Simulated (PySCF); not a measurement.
**C6H4FN: electronic excitations**

Aim: predict the electronic excitations of C6H4FN (`C#CC(=C)[C@@H](F)C#N`).

The runs use PySCF 2.14.0, with density-fitted response routines of our own; the level of theory stands in each step. All values are computed, except where a source is named. Atoms are numbered from 0 throughout.

## 1. Starting geometry

12 atoms, charge 0, multiplicity 1; geometry from: GFN2-xTB.

Bonds of the start (Å): C0–C1 1.20, C1–C2 1.42, C2–C3 1.33, C2–C4 1.52, C4–F5 1.38, C4–C6 1.46, C6–N7 1.14, C0–H8 1.05, C3–H9 1.08, C3–H10 1.08, C4–H11 1.10.

## 2. Excited states and response: B3LYP/def2-SVPD

Job settings and geometry (Å):

```
{"job": {"kind": "uv", "xc": "B3LYP", "basis": "def2-SVPD", "nstates": 8, "ntriplets": 3}, "charge": 0, "multiplicity": 1}
C     -1.997070    -1.529802     0.185970
C     -1.189047    -0.642426     0.198676
C     -0.222917     0.392514     0.188550
C     -0.211175     1.391483     1.064410
C      0.820989     0.250372    -0.907254
F      1.580503     1.390748    -1.031881
C      1.677540    -0.883284    -0.588745
N      2.335618    -1.772689    -0.308338
H     -2.711354    -2.297973     0.195972
H      0.541952     2.159454     1.030180
H     -0.963710     1.465182     1.829371
H      0.339868     0.075734    -1.882937
```

Level: TDDFT B3LYP/def2-SVPD, vertical, gas phase, core orbitals frozen in the response.

Started as:

```sh
$ OMP_NUM_THREADS=1 python probes_run.py task.json out
```

One launch serves the whole session: the jobs run in the order shown.

What will the session give for the following? lowest singlet (B3LYP/def2-SVPD); brightest single state of those computed; lowest triplet. Wanted: lowest singlet; brightest single state of those computed; lowest triplet.

As calculated:

```
                                quantity                        value
        lowest singlet (B3LYP/def2-SVPD)  5.34 eV (232 nm), f = 0.006
brightest single state of those computed  state 2, 5.49 eV, f = 0.158
                          lowest triplet                      3.51 eV
```

In words: The lowest singlet, at 5.34 eV, is HOMO−1→LUMO 0.93 and is weak; of the 8 states computed, the strongest absorption comes from state 2 at 5.49 eV. The lowest triplet lies 1.83 eV below the lowest singlet (triplets in Tamm-Dancoff, singlets in full TDDFT).
